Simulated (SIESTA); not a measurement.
The system is CuNi3.

```
Cu Ni
1.0
    -1.75621    1.75621    3.46918
     1.75621   -1.75621    3.46918
     1.75621    1.75621   -3.46918
Cu Ni
1 3
Direct
  0.00000 0.00000 0.00000
  0.50000 0.50000 0.00000
  0.25000 0.75000 0.50000
  0.75000 0.25000 0.50000
```

The cell comes from a database or a generator and needn't be the stable form of this composition.

| Property | Result |
| --- | --- |
| Program | SIESTA 5.4.2 |
| Task | single point |
| Functional | PBEsol |
| Potentials or basis | PseudoDojo 0.4 standard (PBEsol files) |
| Basis | DZP (energy shift 0.003 Ry; two zetas on semicore shells) |
| Grid cutoff | 800 Ry |
| Energy shift | 0.003 Ry |
| k mesh | 11 × 11 × 11 |
| Occupations | fermi-dirac, width 0.05 eV |
| Spin | collinear spin, ferromagnetic start |
| Starting moments | [0.6, 1.0, 1.0, 1.0] μB |

On this cell: pressure -2.3 GPa; largest force under 0.003 eV/Å; net moment 1.57 μB per cell; site moments Cu -0.02; Ni +0.55, +0.52 μB; band gap on the k mesh none (metal or under the smearing width).

The same run follows on a disturbed copy (atoms moved at random, drawn with an rms of 0.05 Å):

```
CELL_PARAMETERS angstrom
-1.75621 1.75621 3.46918
1.75621 -1.75621 3.46918
1.75621 1.75621 -3.46918
ATOMIC_POSITIONS crystal
Cu 0.00990 0.99836 0.01444
Ni 0.47618 0.49254 0.98150
Ni 0.24242 0.75623 0.49368
Ni 0.77122 0.25661 0.51498
```

**Question.** What does the disturbed cell give?

**Answer.** The energy (extrapolated to zero smearing) moves by +32.4 meV/atom; pressure -1.2 GPa; largest force 1.327 eV/Å; net moment 1.56 μB per cell; site moments Cu -0.02; Ni +0.54, +0.52 μB; band gap on the k mesh none (metal or under the smearing width).

Forces in eV/Å, atoms in the order of the input:
```
Cu  -0.057 -0.822  0.603
Ni   0.124  1.040  0.815
Ni  -0.146  0.616 -0.551
Ni   0.082 -0.832 -0.869
```

Stress tensor (GPa, compression positive):
```
-1.12  0.09  0.00
 0.09 -1.41  0.29
 0.00  0.29 -1.07
```

Caveats: short orbitals over semicore shells can move pressures by several GPa; the basis of atomic orbitals isn't converged, which shifts pressures, moduli and gaps.
